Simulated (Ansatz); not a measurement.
# GeH7NOSi2: small, medium and large basis sets

One table from this session's results is given with a row withheld; the runs are named, their logs left out.

Computed with Ansatz 0.2.0, Gaussian basis. Level: one geometry, several basis sets.

Levels to be run: PBE0-D4/def2-SVP; ωB97M-V/def2-SVP; PBE0-D4/def2-QZVPP; ωB97M-V/def2-QZVPP; the functionals' def2-TZVPP values are taken from earlier runs.

**The geometry**

An earlier PBE0-D4 in a triple-zeta def2 set relaxation fixed the geometry.

SMILES `[OH][Ge][N]([SiH3])[SiH3]`, 12 atoms, charge 0, spin multiplicity 1.

Atoms are counted from 1 here; the program's logs count them from 0.

Bond lengths: O1–Ge2 1.783 Å, O1–H6 0.964 Å, Ge2–N3 1.883 Å, N3–Si4 1.734 Å, N3–Si5 1.740 Å, Si4–H7 1.486 Å, Si4–H8 1.487 Å, Si4–H9 1.492 Å, Si5–H10 1.488 Å, Si5–H11 1.488 Å, Si5–H12 1.487 Å. Angles: Ge2–O1–H6 118.5°, O1–Ge2–N3 101.4°, Ge2–N3–Si4 125.5°, Ge2–N3–Si5 116.4°, Si4–N3–Si5 118.0°, N3–Si4–H7 112.1°, N3–Si4–H8 109.7°, N3–Si4–H9 110.4°, H7–Si4–H8 108.9°, H7–Si4–H9 107.6°, H8–Si4–H9 108.1°, N3–Si5–H10 107.7°, N3–Si5–H11 111.0°, N3–Si5–H12 111.5°, H10–Si5–H11 109.4°, H10–Si5–H12 109.3°, H11–Si5–H12 108.0°.

The first run:

Input file in.yaml:

```yaml
crystal:
  periodic: [false, false, false]
  atoms:
    - {symbol: O, position_ang: [-0.993967, 2.618331, 0.681142]}
    - {symbol: Ge, position_ang: [0.641035, 2.040241, 0.266864]}
    - {symbol: N, position_ang: [0.326876, 0.203901, -0.007099]}
    - {symbol: Si, position_ang: [-1.226869, -0.566696, 0.014476]}
    - {symbol: Si, position_ang: [1.718168, -0.772973, -0.377807]}
    - {symbol: H, position_ang: [-1.691062, 1.966846, 0.815747]}
    - {symbol: H, position_ang: [-1.900405, -0.503379, -1.309028]}
    - {symbol: H, position_ang: [-1.074506, -1.992486, 0.408402]}
    - {symbol: H, position_ang: [-2.122601, 0.094369, 1.007743]}
    - {symbol: H, position_ang: [2.888251, 0.137242, -0.502180]}
    - {symbol: H, position_ang: [1.528004, -1.509860, -1.656699]}
    - {symbol: H, position_ang: [1.983976, -1.770536, 0.692340]}
basis:
  gaussian: {orbitals: def2-SVP}
hamiltonian: {xc: pbe0, dispersion: d4}
output: {orbitals: {seedname: orbitals}}
```

On the command line:

```
ansatz run in.yaml --threads 4 --pin off --events-out ev --progress --plain --max-ram 11315MiB
```

Steps of the session up to this table: PBE0-D4 in def2-SVP; ωB97M-V in def2-SVP; PBE0-D4 in def2-QZVPP; ωB97M-V in def2-QZVPP.

One of the session's tables, all rows but one given; the rest of the session is left out.

It belongs to the step «Density functionals: the series». 

```
functional       basis  HOMO (eV)  LUMO (eV)
   PBE0-D4    def2-SVP      -7.56      -1.61
   PBE0-D4  def2-TZVPP      -7.63      -1.74
   PBE0-D4  def2-QZVPP      -7.67      -1.81
   ωB97M-V    def2-SVP      -9.73       0.37
   ωB97M-V  def2-TZVPP      -9.83       0.18
   ωB97M-V  def2-QZVPP          ?          ?
```

Q: Estimate the row for ωB97M-V, def2-QZVPP from the others.

The run gave: HOMO (eV): -9.87; LUMO (eV): 0.01. In the column «HOMO (eV)» it is the lowest.
